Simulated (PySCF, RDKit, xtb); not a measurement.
**BHSF2: from the formula to a structure**

Only the formula BHSF2 is given. Aim: find the structure of lowest free energy at 298.15 K, then its properties.

The funnel: GFN2-xTB relaxations, single points with a density functional, relaxations at PBE0-D4/def2-SVP, harmonic vibrations (at GFN2-xTB), and a last energy at a higher level. All values are calculated.

1 further run of the same task is left out (set aside as unsound or not needed).

## Step 1: Possible bonding patterns

All bonding patterns within simple valence rules are listed by program: one Lewis structure each, at most two rings and one unusual centre or charged pair. O–O, O–halogen and N–halogen bonds and N–N–N chains are not drawn. That gives 6 candidates.

```
label      SMILES     spin
 c236  B#[SH](F)F  singlet
 c720     B=S(F)F  singlet
 c739  F/B=[SH]/F  singlet
 c848        FBSF  singlet
 c892  F/B=[SH]\F  singlet
 c894      FB(F)S  singlet
```

Candidates are built by distance geometry, with a force field where one applies, in up to four conformers (letters a to d). 10 starts with atoms placed at random are added, to find patterns that the rules miss.

**Question.** With final energies at CCSD(T)/def2-SVP + MP2/def2-TZVPP - MP2/def2-SVP, which structure will this search put lowest in free energy, and by what margin?

| quantity | value |
| --- | --- |
| lowest structure found | FB(F)S, singlet |
| next finalist | FBSF, singlet, 70.4 kcal/mol higher in G |
| share at equilibrium, among the finalists | 100.0 % |
| lowest excitation (TD-B3LYP/def2-SVPD) | 6.58 eV (f = 0.024) |
| lowest triplet excitation, same level, Tamm-Dancoff | 6.05 eV |

`FB(F)S` comes out lowest. Among the finalists first place is clear (70.4 kcal/mol); structures outside the list aren't covered. GFN2-xTB, HF/STO-3G, r2SCAN-D4/def2-SVP, PBE0-D4/def2-SVP, HF/def2-SVP and MP2/def2-SVP already put its bonding pattern lowest among the structures in one piece. The search is not exhaustive (a finite list of starts, one conformer a finalist), so a lower isomer can't be ruled out.
